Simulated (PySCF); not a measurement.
# NaBe−: bond curves at several levels of theory

Aim: find the lowest electronic state of NaBe−, scan its bond at several levels of theory, and get bond length, wavenumber and dissociation energy from each curve.

Computed with PySCF 2.14.0. Level: Na def2-SVPD, Be def2-SVPD, no relativity.

## Step 1: The job

A driver script around PySCF takes these settings:

```yaml
atoms: Na, Be
charge: -1
basis: Na def2-SVPD, Be def2-SVPD
Hamiltonian: no relativity
basis_functions: 30
electrons_treated: 16
masses_in_u: 22.9898, 9.0122
levels: PBE0, PBE, r²SCAN, PBEsol, TPSSh, BLYP, MP2, SCS-MP2, CCSD, CCSD(T)
grid: 80 radial by 434 angular points
occupations: held fixed by the projection of orbital angular momentum
dissociation_limit: Na− + Be, each in its ground configuration
starting_distance_in_angstrom: 2.635
values_of_2S_to_try: 0, 2
```

The run is started by

```
> OMP_NUM_THREADS=1 python dia.py task.json out
```

After this run come: The PBE0 curve of the lowest state; PBE (GGA); r²SCAN (meta-GGA); PBEsol (GGA); TPSSh; BLYP; MP2 and coupled cluster.

What does the calculation give? Wanted: for each run, Re; ωe; De; μ.

**Answer**, as computed:

Lowest PBE0 solution found, without spin–orbit coupling: ¹Σ⁺ (singlet), closed shell.

| level | Re (Å) | ωe (cm⁻¹) | De (eV) | μ (D) |
| --- | --- | --- | --- | --- |
| RHF-MP2 | 3.443 | 109.7 | 0.215 | n/a |
| RHF-SCS-MP2 | 3.514 | 95.1 | 0.173 | n/a |
| RHF-CCSD(T) | 3.520 | 83.4 | 0.109 | n/a |
| PBE | 3.217 | 155.8 | 0.64 | -0.75 |
| PBEsol | 3.199 | 159.7 | 0.67 | -0.74 |
| BLYP | 3.227 | 148.6 | 0.57 | -1.17 |
| r²SCAN | 3.267 | 153.0 | 0.60 | -0.62 |
| TPSSh | 3.297 | 146.9 | 0.53 | -0.27 |
| PBE0 | 3.275 | 145.9 | 0.51 | -0.51 |

De is counted to Na− + Be in their ground configurations. A positive dipole points from Na to Be; in an ion it is taken about the centre of mass and does not tell which atom is negative. No constants: RHF-CCSD (the energy still falls at the long end of the scan).

In words: The methods spread over 0.321 Å in bond length, from PBEsol to RHF-CCSD(T). CCSD(T) can't serve as the judge here: for a weak bond in this basis it is far from its limit. Among the levels with a De in the table, it runs from 0.109 eV (RHF-CCSD(T)) to 0.67 eV (PBEsol).

Correlated steps freeze 1 core orbital. With some functionals the highest level of the anion is positive, mostly a sign of self-interaction error; the finite basis then holds the extra electron, and no neutral molecule was run to test the binding.
